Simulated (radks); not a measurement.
# The first electron to leave Ru¹³⁺

Ru¹³⁺ stands in [Ar] 3d10 4s2 4p1. From which sub-shell is an electron easiest to take? Each removal is a run of its own. The parent's configuration is the lowest that an earlier search found at this level.

Method: scalar-relativistic Kohn-Sham, PBEsol, spin-polarised, spherical densities, finite nucleus; open shells are filled with parallel spins first. Code: radks (a radial shooting solver on a logarithmic mesh, Libxc functionals) version 1.

4 further runs of the same task are left out: 4 set aside as unsound or not needed.

### Step 1. What is computed

* element: ruthenium (Z = 44)
* charge: +13
* electrons: 31
* configuration: [Ar] 3d10 4s2 4p1
* nuclear rms radius: 4.4809 fm

Outer shells as boxes (Hund's rule):

Ru¹³⁺
```
[Ar] core
3d [↑↓][↑↓][↑↓][↑↓][↑↓]
4s [↑↓]
4p [↑ ][  ][  ]
```

### Step 2. The parent, Ru¹³⁺

The parent was computed earlier with the same settings: E = -4471.024096 hartree. Its outer levels (eV):

```
  level  occupation  energy (eV)
  3p up           3      -722.08
3p down           3      -721.68
  3d up           5      -548.99
3d down           5      -548.58
  4s up           1      -317.85
4s down           1      -315.09
  4p up           1      -282.54
4p down           0      -279.77
```

### Step 3. Remove 4p: [Ar] 3d10 4s2

Settings of this run:

```text
Z 44
configuration [Ar] 3d10 4s2
relativity scalar-relativistic
functional pbe_sol,pbe_sol
spin polarised
nucleus finite rms 4.4809 fm
c 137.035999084
```

### Step 4. Remove 4s: [Ar] 3d10 4s1 4p1

Changes since step 3:

```diff
@@ -1,3 +1,3 @@
 Z 44
-configuration [Ar] 3d10 4s2
+configuration [Ar] 3d10 4s1 4p1
 relativity scalar-relativistic
```

### Step 5. Remove 3d: [Ar] 3d9 4s2 4p1

Changes since step 4:

```diff
@@ -1,3 +1,3 @@
 Z 44
-configuration [Ar] 3d10 4s1 4p1
+configuration [Ar] 3d9 4s2 4p1
 relativity scalar-relativistic
```

### Step 6. Remove 3p: [Ne] 3s2 3p5 3d10 4s2 4p1

Changes since step 5:

```diff
@@ -1,3 +1,3 @@
 Z 44
-configuration [Ar] 3d9 4s2 4p1
+configuration [Ne] 3s2 3p5 3d10 4s2 4p1
 relativity scalar-relativistic
```

Before running it: what results should come out? Wanted: for each run, case; final configuration; Δ-SCF; −ε of the level emptied.

The runs gave:

| case | final configuration | Δ-SCF (eV) | −ε of the level emptied (eV) |
| --- | --- | --- | --- |
| remove 4p | [Ar] 3d10 4s2 | 293.62 | 282.54 |
| remove 4s | [Ar] 3d10 4s1 4p1 | 326.21 | 315.09 |
| remove 3d | [Ar] 3d9 4s2 4p1 | 574.68 | 548.58 |
| remove 3p | [Ne] 3s2 3p5 3d10 4s2 4p1 | 746.36 | 721.68 |

Removal from 4p costs least (293.62 eV), ahead of 4s (326.21 eV). 4p is also the highest occupied level of the parent. NIST lists 295.9 eV (semi-empirical), between the same two configurations. Open shells are spherical and high-spin; term and fine-structure splittings are not resolved.
